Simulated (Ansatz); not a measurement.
# BaTiO3: the cost of one run

Method: DFT r²SCAN, scalar-relativistic, plane waves, PAW, in Ansatz 0.2.0.

## 1. The system as given

Symmetry: Pm-3m, No. 221, cubic system. The conventional cell has a = 3.994 Å, b = 3.994 Å, c = 3.994 Å, α = 90.00°, β = 90.00°, γ = 90.00°. Ba (site symmetry m-3m) has 12 O at 2.82 Å as nearest neighbours. Ti (site symmetry m-3m) is surrounded by 6 O at 2.00 Å. O (site symmetry 4/mmm) has 2 Ti at 2.00 Å and 4 Ba at 2.82 Å as nearest neighbours.

Structure file:

```xyz
5
Lattice="3.9940 0.0000 0.0000 0.0000 3.9940 0.0000 0.0000 0.0000 3.9940" Properties=species:S:1:pos:R:3 pbc="T T T"
Ba    1.9970    1.9970    1.9970
Ti    0.0000    0.0000    0.0000
O     1.9970    0.0000    0.0000
O     0.0000    1.9970    0.0000
O     0.0000    0.0000    1.9970
```

This cell comes from an earlier session at r²SCAN: 12.743 Å³/atom at 0.00 GPa, on a 6×6×6 mesh.

Volume factors to run: 0.980, 1.020, 0.960, 1.040.

## 2. Volume × 0.980

input.yaml

```yaml
crystal:
  lattice:
    - [3.96723941, 0.0, 0.0]
    - [0.0, 3.96723941, 0.0]
    - [0.0, 0.0, 3.96723941]
  atoms:
    - { symbol: Ba, position: [0.5, 0.5, 0.5] }
    - { symbol: Ti, position: [0.0, 0.0, 0.0] }
    - { symbol: O, position: [0.5, 0.0, 0.0] }
    - { symbol: O, position: [0.0, 0.5, 0.0] }
    - { symbol: O, position: [0.0, 0.0, 0.5] }
basis:
  ecutwfc: 500
  ecutrho_ratio: 4
kpoints:
  mp_grid: { grid: [6, 6, 6] }
hamiltonian:
  xc: r2scan
scf:
  occupations: { method: gaussian, width: 0.05 }
output:
  forces: true
  stress: true
  eigenvalues: true
```

Launch:

```console
ansatz run input.yaml --threads 4 --pin off --max-ram 10240MiB --backend cpu --events-out ev --progress --plain --runs-dir out
```

**Question.** How long does this run take on 4 threads of Intel Xeon at 2.70GHz, shared host, and how much memory does it need?

About 2.8 s, with a peak of 0.53 GiB.
